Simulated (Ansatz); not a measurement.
**BSiGe (doublet): wave-function methods side by side at a displaced geometry (v1), cc-pVDZ**

An exercise on one series of results from a longer session: the logs are not shown, and one member is left open.

Computed with Ansatz 0.2.0, Gaussian basis. Level: cc-pVDZ, core rule «outside noble gas», up to 20 orbitals frozen.

Plan: UHF; CCSD(T) on ROHF; CCSD(T) on UHF; BCCD(T) on ROHF; CISD; CCSDT(Q) on ROHF; CCSDT(Q) on UHF; CASSCF and MRCISD+Q, 9 electrons in 9 orbitals; CASSCF and MRCISD+Q(relaxed), 9 electrons in 9 orbitals; CASSCF and NEVPT2, 9 electrons in 9 orbitals.

21 further runs of the same task are left out: 8 that didn't finish, 13 set aside as unsound or not needed.

### What is computed

The geometry is a PBE0/def2-TZVP stationary point (not a proven minimum) with its atoms shifted at random (size 0.040 Å). No spin-orbit coupling is included. The filled d shell of Ge may be among the frozen orbitals whatever the setting's name suggests; the logs give the count.

3 atoms, charge 0, spin multiplicity 2.

Atoms are counted from 1 here; the program's logs count them from 0.

Bond lengths: Ge1–B2 1.927 Å, Ge1–Si3 2.547 Å, B2–Si3 1.815 Å. Angles: B2–Ge1–Si3 45.3°, Ge1–B2–Si3 85.7°, Ge1–Si3–B2 49.0°.

Set-up of the first run:

in.yaml reads:

```yaml
crystal:
  periodic: [false, false, false]
  atoms:
    - {symbol: Ge, position_ang: [-0.011787, -0.095360, 0.778119]}
    - {symbol: B, position_ang: [-0.012620, 1.206946, -0.641886]}
    - {symbol: Si, position_ang: [0.035344, -0.217955, -1.765435]}
basis:
  gaussian: {orbitals: cc-pVDZ}
magnetization: {spin_polarized: true, initial_magnetization: 1}
hamiltonian: {xc: hf}
output: {orbitals: {seedname: orbitals}}
```

Started as:

```sh
> ansatz run in.yaml --threads 1 --pin off --events-out ev --progress --plain --max-ram 2393MiB
```

Among the steps run: UHF; CCSD(T) on ROHF; CCSD(T) on UHF; BCCD(T) on ROHF; CISD; CCSDT(Q) on ROHF; CCSDT(Q) on UHF; CASSCF and MRCISD+Q, 9 electrons in 9 orbitals; CASSCF and MRCISD+Q(relaxed), 9 electrons in 9 orbitals; CASSCF and NEVPT2, 9 electrons in 9 orbitals.

One of the session's tables, all rows but one given; the rest of the session is left out.

| method | from RCCSDT(Q) (kcal/mol) |
| --- | --- |
| ROHF | +185.78 |
| RMP2 | +28.63 |
| UMP2 | +36.87 |
| CISD | +36.40 |
| RCCSD | +15.73 |
| UCCSD | +15.72 |
| RCCSD(T) | +2.02 |
| UCCSD(T) | +2.74 |
| BCCD(T) | +2.01 |
| RCCSDT | ? |
| UCCSDT | +1.52 |
| RCCSDT(Q) | 0 |
| UCCSDT(Q) | -0.15 |
| CASSCF frontier | +121.45 |
| NEVPT2 frontier | +23.21 |
| MRCISD frontier | +13.88 |
| MRCISD+Q frontier | +1.40 |
| MRCISD+Q(relaxed) frontier | +0.75 |

Q: Estimate the row for RCCSDT from the others.

The run gave: from RCCSDT(Q) (kcal/mol): +1.62. In the column «from RCCSDT(Q) (kcal/mol)» it lies between UCCSDT (+1.52) and BCCD(T) (+2.01).

Among the levels timed on like hardware and quicker than the yardstick, those that no quicker one beats, quickest first: CISD (7 s, +36.40 kcal/mol); NEVPT2 frontier (14 s, +23.21 kcal/mol); MRCISD+Q frontier (17 s, +1.40 kcal/mol); MRCISD+Q(relaxed) frontier (19 s, +0.75 kcal/mol).

Left out of the table: UHF (another determinant or state than the rows shown).

Caveats from the session: The determinant is far from a pure spin state, so its energy mixes those of several spin states (harmless only where they are near-degenerate, as at dissociation). Warnings: spin contamination; coupled cluster took another determinant than the lowest; large T1 diagnostic. Restricted and unrestricted rows rest on different reference determinants; where their highest levels disagree by more than a few hundredths of an eV, they describe different states and don't form one ladder.
